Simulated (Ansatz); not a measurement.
**GeNH (singlet): density functionals in def2-QZVPP**

Aim: run GeNH (singlet) with a set of functionals in one basis and compare levels, spin and time.

The runs use Ansatz 0.2.0, Gaussian basis; def2-QZVPP, all electrons in the functionals, frozen cores in the correlation of double hybrids and RPA.

The runs, in order: PBE, BLYP, r2SCAN, B97M-V, PBE0, B3LYP, wB97M-V, B2PLYP.

2 further runs of the same task are left out: 2 set aside as unsound or not needed.

**1. The geometry**

The geometry is a PBE0/def2-TZVP stationary point (not a proven minimum). No spin-orbit coupling is included. The filled d shell of Ge may be among the frozen orbitals whatever the setting's name suggests; the logs give the count.

3 atoms, charge 0, spin multiplicity 1.

Atoms are counted from 1 here; the program's logs count them from 0.

Bond lengths: Ge1–N2 1.628 Å, Ge1–H3 1.520 Å. Angles: N2–Ge1–H3 180.0°.

No dispersion term is added; B97M-V, wB97M-V hold VV10 nonlocal correlation. B3LYP takes the VWN-RPA correlation.

**2. PBE (unrestricted)**

The input, in.yaml:

```yaml
crystal:
  periodic: [false, false, false]
  atoms:
    - {symbol: Ge, position_ang: [0.000000, 0.000000, 0.036149]}
    - {symbol: N, position_ang: [0.000000, 0.000000, -1.592021]}
    - {symbol: H, position_ang: [0.000000, 0.000000, 1.555872]}
basis:
  gaussian: {orbitals: "def2-QZVPP.json"}
magnetization: {spin_polarized: true, initial_magnetization: 0}
hamiltonian: {xc: {name: PBE}}
output: {orbitals: {seedname: orbitals}}
```

Command:

```console
> ansatz run in.yaml --threads 2 --pin off --events-out ev --progress --plain --max-ram 24576MiB --backend cuda --devices 0, --max-vram 18GiB
```

Log:

```text
Functional definition: PBE
  name "PBE"
  cite "Perdew, Burke & Ernzerhof, Phys. Rev. Lett. 77, 3865 (1996) doi:10.1103/PhysRevLett.77.3865"
  parent pbe
  parameter kappa = 0.804
  parameter beta = 0.06672455060314922
  exchange = pbe_x(kappa = kappa, mu = beta*pi^2/3)
  correlation = pbe_c(beta = beta)
738 factors; their error is unknown
mean field evaluation 1: about -57990.0662 eV, gradient 7.3e1 eV
mean field evaluation 2: about -57814.9065 eV, gradient 1.5e2 eV
mean field evaluation 4: about -58012.2722 eV, gradient 1.4e1 eV
mean field evaluation 8: about -58012.9473 eV, gradient 5.4e-1 eV
mean field evaluation 16: about -58012.9381 eV, gradient 1.5e-5 eV
mean field -58012.93810020 eV, -2131.9361526006 hartree, gradient 1.4e-5 eV, S^2 0.000000; 1 other end points of the search recorded, 0 dependent functions left out
reference -58012.93813353 eV, -2131.9361538255 hartree; 20, 20 occupied and 156, 156 virtual orbitals, 738 factors
Total energy: -58012.93813353 eV, -2131.9361538255 hartree
```

Wall time 8.5 s (1 × H100 (card shared with other runs) with 2 threads of AMD EPYC 7R13, shared host); peak host memory 0.75 GiB.

From the report: ⟨S²⟩ of the determinant 0.000 (pure singlet: 0.00).

**3. BLYP (unrestricted)**

Edit in.yaml of step 2 so:

```diff
@@ -9,3 +9,2 @@
 magnetization: {spin_polarized: true, initial_magnetization: 0}
-hamiltonian: {xc: {name: PBE}}
-output: {orbitals: {seedname: orbitals}}
+hamiltonian: {xc: {name: BLYP}}
```

The command is unchanged.

Log:

```text
Functional definition: BLYP
  name "BLYP"
  cite "Becke, Phys. Rev. A 38, 3098 (1988) doi:10.1103/PhysRevA.38.3098"
  cite "Lee, Yang & Parr, Phys. Rev. B 37, 785 (1988) doi:10.1103/PhysRevB.37.785"
  parameter beta = 0.0042
  parameter a = 0.04918
  parameter b = 0.132
  parameter c = 0.2533
  parameter d = 0.349
  exchange = b88_x(beta = beta)
  correlation = lyp_c(a = a, b = b, c = c, d = d)
738 factors; their error is unknown
mean field evaluation 1: about -58000.1381 eV, gradient 7.6e1 eV
mean field evaluation 2: about -57817.3956 eV, gradient 1.5e2 eV
mean field evaluation 4: about -58023.9336 eV, gradient 1.6e1 eV
mean field evaluation 8: about -58024.7191 eV, gradient 7.5e-1 eV
mean field evaluation 16: about -58024.7111 eV, gradient 3.0e-5 eV
mean field -58024.71111074 eV, -2132.3688027579 hartree, gradient 3.0e-5 eV, S^2 0.000000; 0 other end points of the search recorded, 0 dependent functions left out
reference -58024.71137148 eV, -2132.3688123398 hartree; 20, 20 occupied and 156, 156 virtual orbitals, 738 factors
Total energy: -58024.71137148 eV, -2132.3688123398 hartree
```

It took 8.5 s on 1 × H100 (card shared with other runs) with 2 threads of AMD EPYC 7R13, shared host; peak host memory 0.75 GiB.

From the report: ⟨S²⟩ of the determinant 0.000 (pure singlet: 0.00).

**4. r2SCAN (unrestricted)**

Edit in.yaml of step 3 so:

```diff
@@ -9,2 +9,2 @@
 magnetization: {spin_polarized: true, initial_magnetization: 0}
-hamiltonian: {xc: {name: BLYP}}
+hamiltonian: {xc: {name: r2SCAN}}
```

Same command.

Log:

```text
Functional definition: r2SCAN
  name "r2SCAN"
  cite "Furness, Kaplan, Ning, Perdew & Sun, J. Phys. Chem. Lett. 11, 8208 (2020) doi:10.1021/acs.jpclett.0c02405"
  cite "Furness, Kaplan, Ning, Perdew & Sun, J. Phys. Chem. Lett. 11, 9248 (2020) doi:10.1021/acs.jpclett.0c03077"
  parent r2scan
  parameter k0 = 0.174
  parameter k1 = 0.065
  parameter a1 = 4.9479
  exchange = r2scan_x(k0 = k0, k1 = k1, a1 = a1)
  correlation = r2scan_c
738 factors; their error is unknown
mean field evaluation 1: about -58002.1077 eV, gradient 6.6e1 eV
mean field evaluation 2: about -57849.4690 eV, gradient 1.4e2 eV
mean field evaluation 4: about -58021.3461 eV, gradient 1.1e1 eV
mean field evaluation 8: about -58021.7507 eV, gradient 8.8e-2 eV
mean field evaluation 16: about -58021.7441 eV, gradient 9.9e-6 eV
mean field -58021.74410815 eV, -2132.2597674237 hartree, gradient 1.5e-5 eV, S^2 0.000000; 1 other end points of the search recorded, 0 dependent functions left out
reference -58021.74412232 eV, -2132.2597679444 hartree; 20, 20 occupied and 156, 156 virtual orbitals, 738 factors
Total energy: -58021.74412232 eV, -2132.2597679444 hartree
```

Run time: 8.5 s. Hardware: 1 × H100 (card shared with other runs) with 2 threads of AMD EPYC 7R13, shared host; peak host memory 0.8 GiB.

From the report: ⟨S²⟩ of the determinant 0.000 (pure singlet: 0.00).

**5. B97M-V (unrestricted)**

Edit in.yaml of step 4 so:

```diff
@@ -9,2 +9,2 @@
 magnetization: {spin_polarized: true, initial_magnetization: 0}
-hamiltonian: {xc: {name: r2SCAN}}
+hamiltonian: {xc: {name: B97M-V}}
```

Same command.

Log, cut to the lines that bear on the results:

```text
Functional definition: B97M-V
  name "B97M-V"
  cite "Mardirossian & Head-Gordon, J. Chem. Phys. 142, 074111 (2015) doi:10.1063/1.4907719"
  cite "Becke, J. Chem. Phys. 107, 8554 (1997) doi:10.1063/1.475007"
  cite "Vydrov & Van Voorhis, J. Chem. Phys. 133, 244103 (2010) doi:10.1063/1.3521275"
  # Of w^i u^j: cxij and so on, Table III.
[...]
  gx(w, u) = cx00 + cx01*u + cx02*u^2 + (cx10 + cx11*u)*w
  gss(w, u) = css00 + css02*u^2 + css10*w + (css32*w^3 + css42*w^4)*u^2
  gos(w, u) = cos00 + cos01*u + cos03*u^3 + cos10*w + cos32*w^3*u^2
[...]
      + integral(e_c_pw_mod_opposite_spin*gos(b97_w_opposite, b97_u_opposite)) + vv10(b, c)
738 factors; their error is unknown
[...]
mean field -58011.88320765 eV, -2131.8973860142 hartree, gradient 6.3e-5 eV, S^2 0.000000; 1 other end points of the search recorded, 0 dependent functions left out
reference -58011.88325692 eV, -2131.8973878250 hartree; 20, 20 occupied and 156, 156 virtual orbitals, 738 factors
Total energy: -58011.88325692 eV, -2131.8973878250 hartree
```

It took 8 s on 1 × H100 (card shared with other runs) with 2 threads of AMD EPYC 7R13, shared host; peak host memory 0.82 GiB.

From the report: ⟨S²⟩ of the determinant 0.000 (pure singlet: 0.00).

**6. PBE0 (unrestricted)**

Edit in.yaml of step 5 so:

```diff
@@ -9,2 +9,3 @@
 magnetization: {spin_polarized: true, initial_magnetization: 0}
-hamiltonian: {xc: {name: B97M-V}}
+hamiltonian: {xc: {name: PBE0}}
+output: {orbitals: {seedname: orbitals}}
```

Launched as before.

Log:

```text
Functional definition: PBE0
  name "PBE0"
  cite "Adamo & Barone, J. Chem. Phys. 110, 6158 (1999) doi:10.1063/1.478522"
  cite "Perdew, Burke & Ernzerhof, Phys. Rev. Lett. 77, 3865 (1996) doi:10.1103/PhysRevLett.77.3865"
  parent pbe
  parameter a = 0.25
  parameter kappa = 0.804
  parameter beta = 0.06672455060314922
  exchange = (1 - a)*pbe_x(kappa = kappa, mu = beta*pi^2/3) + a*exact_x
  correlation = pbe_c(beta = beta)
785 factors; their error is unknown
mean field evaluation 1: about -57996.8202 eV, gradient 6.1e1 eV
mean field evaluation 2: about -57864.4683 eV, gradient 1.3e2 eV
mean field evaluation 4: about -58013.2211 eV, gradient 1.0e1 eV
mean field evaluation 8: about -58013.5736 eV, gradient 1.2e-1 eV
mean field evaluation 16: about -58013.7158 eV, gradient 8.8e-5 eV
mean field -58013.71575177 eV, -2131.9647307687 hartree, gradient 1.4e-5 eV, S^2 0.000000; 1 other end points of the search recorded, 0 dependent functions left out
reference -58013.71577703 eV, -2131.9647316969 hartree; 20, 20 occupied and 156, 156 virtual orbitals, 785 factors
Total energy: -58013.71577703 eV, -2131.9647316969 hartree
```

It took 10 s on 1 × H100 (card shared with other runs) with 2 threads of AMD EPYC 7R13, shared host; peak host memory 0.78 GiB.

From the report: ⟨S²⟩ of the determinant 0.000 (pure singlet: 0.00).

**7. B3LYP (unrestricted)**

Edit in.yaml of step 6 so:

```diff
@@ -9,3 +9,2 @@
 magnetization: {spin_polarized: true, initial_magnetization: 0}
-hamiltonian: {xc: {name: PBE0}}
-output: {orbitals: {seedname: orbitals}}
+hamiltonian: {xc: {name: B3LYP}}
```

Launched as before.

Log, cut to the lines that bear on the results:

```text
Functional definition: B3LYP
  name "B3LYP"
  cite "Stephens, Devlin, Chabalowski & Frisch, J. Phys. Chem. 98, 11623 (1994) doi:10.1021/j100096a001"
  cite "Becke, Phys. Rev. A 38, 3098 (1988) doi:10.1103/PhysRevA.38.3098"
  cite "Lee, Yang & Parr, Phys. Rev. B 37, 785 (1988) doi:10.1103/PhysRevB.37.785"
  cite "Vosko, Wilk & Nusair, Can. J. Phys. 58, 1200 (1980) doi:10.1139/p80-159"
[...]
785 factors; their error is unknown
[...]
mean field -58024.10722168 eV, -2132.3466102442 hartree, gradient 1.3e-5 eV, S^2 0.000000; 1 other end points of the search recorded, 0 dependent functions left out
reference -58024.10741700 eV, -2132.3466174223 hartree; 20, 20 occupied and 156, 156 virtual orbitals, 785 factors
Total energy: -58024.10741700 eV, -2132.3466174223 hartree
```

It took 5.5 s on 1 × H100 (card shared with other runs) with 2 threads of AMD EPYC 7R13, shared host; peak host memory 0.77 GiB.

From the report: ⟨S²⟩ of the determinant 0.000 (pure singlet: 0.00).

**8. wB97M-V (unrestricted)**

Edit in.yaml of step 7 so:

```diff
@@ -9,2 +9,3 @@
 magnetization: {spin_polarized: true, initial_magnetization: 0}
-hamiltonian: {xc: {name: B3LYP}}
+hamiltonian: {xc: {name: wB97M-V}}
+output: {orbitals: {seedname: orbitals}}
```

The command is unchanged.

Log, cut to the lines that bear on the results:

```text
Functional definition: wB97M-V
  name "wB97M-V"
  cite "Mardirossian & Head-Gordon, J. Chem. Phys. 144, 214110 (2016) doi:10.1063/1.4952647"
  cite "Becke, J. Chem. Phys. 107, 8554 (1997) doi:10.1063/1.475007"
  cite "Vydrov & Van Voorhis, J. Chem. Phys. 133, 244103 (2010) doi:10.1063/1.3521275"
  # Of w^i u^j: cxij and so on, Table III.
[...]
  gx(w, u) = 1 - cx + cx01*u + cx10*w
  gss(w, u) = css00 + css04*u^4 + css10*w + css20*w^2 + css43*w^4*u^3
  gos(w, u) = cos00 + cos10*w + (cos20 + cos21*u)*w^2 + (cos60 + cos61*u)*w^6
[...]
      + integral(e_c_pw_mod_opposite_spin*gos(b97_w_opposite, b97_u_opposite)) + vv10(b, c)
773 factors; their error is unknown
146 factors; integrals over basis functions are off by at most 5.7e-5 eV
[...]
mean field -58018.89328917 eV, -2132.1550017588 hartree, gradient 5.4e-5 eV, S^2 0.000000; 1 other end points of the search recorded, 0 dependent functions left out
reference -58018.89332902 eV, -2132.1550032231 hartree; 20, 20 occupied and 156, 156 virtual orbitals, 773 factors
Total energy: -58018.89332902 eV, -2132.1550032231 hartree
```

Wall time 12 s (1 × H100 (card shared with other runs) with 2 threads of AMD EPYC 7R13, shared host); peak host memory 0.85 GiB.

From the report: ⟨S²⟩ of the determinant 0.000 (pure singlet: 0.00).

**9. B2PLYP (unrestricted)**

Edit in.yaml of step 8 so:

```diff
@@ -9,3 +9,3 @@
 magnetization: {spin_polarized: true, initial_magnetization: 0}
-hamiltonian: {xc: {name: wB97M-V}}
-output: {orbitals: {seedname: orbitals}}
+hamiltonian: {xc: {name: B2PLYP}}
+correlation: {electrons: outside_noble_gas}
```

The command is unchanged.

Log, cut to the lines that bear on the results:

```text
Functional definition: B2PLYP
  name "B2PLYP"
  cite "Grimme, J. Chem. Phys. 124, 034108 (2006) doi:10.1063/1.2148954"
  cite "Becke, Phys. Rev. A 38, 3098 (1988) doi:10.1103/PhysRevA.38.3098"
  cite "Lee, Yang & Parr, Phys. Rev. B 37, 785 (1988) doi:10.1103/PhysRevB.37.785"
[...]
1143 factors; integrals over basis functions are off by at most 1.2e-3 eV
[...]
mean field -58007.27145328 eV, -2131.7279071671 hartree, gradient 4.0e-6 eV, S^2 0.197770; 7 other end points of the search recorded, 0 dependent functions left out
15 core orbitals not correlated: weight in the atoms' cores, before any rotation towards them, 0.990 or more for the frozen orbitals, at most 0.008 for the correlated occupied ones
reference -58007.27157739 eV, -2131.7279117282 hartree; 5, 5 occupied and 156, 156 virtual orbitals, 1143 factors
second order -12.76193756 eV of doubles, -0.00000000 eV of singles
Total energy: -58010.71730053 eV, -2131.8545397181 hartree
```

It took 10 s on 1 × H100 (card shared with other runs) with 2 threads of AMD EPYC 7R13, shared host; peak host memory 0.88 GiB.

From the report: ⟨S²⟩ of the determinant 0.198 (pure singlet: 0.00).

**10. Side by side**

```csv
functional,energy (eV),⟨S²⟩,time
PBE,-58012.9381,0.000,8.5 s
BLYP,-58024.7114,0.000,8.5 s
r2SCAN,-58021.7441,0.000,8.5 s
B97M-V,-58011.8833,0.000,8 s
PBE0,-58013.7158,0.000,10 s
B3LYP,-58024.1074,0.000,5.5 s
wB97M-V,-58018.8933,0.000,12 s
B2PLYP,-58010.7173,0.198,10 s
```

Orbital levels of the runs that wrote orbitals: PBE HOMO -6.60, LUMO -2.68 eV; PBE0 HOMO -7.65, LUMO -1.83 eV; wB97M-V HOMO -9.83, LUMO 0.04 eV.

**11. Outcome**

```
                quantity                      value
spread of total energies                    14.0 eV
       quickest, slowest  B3LYP 5.5 s, wB97M-V 12 s
```

In words: Total energies of different functionals can't be ranked; only differences within one functional count.
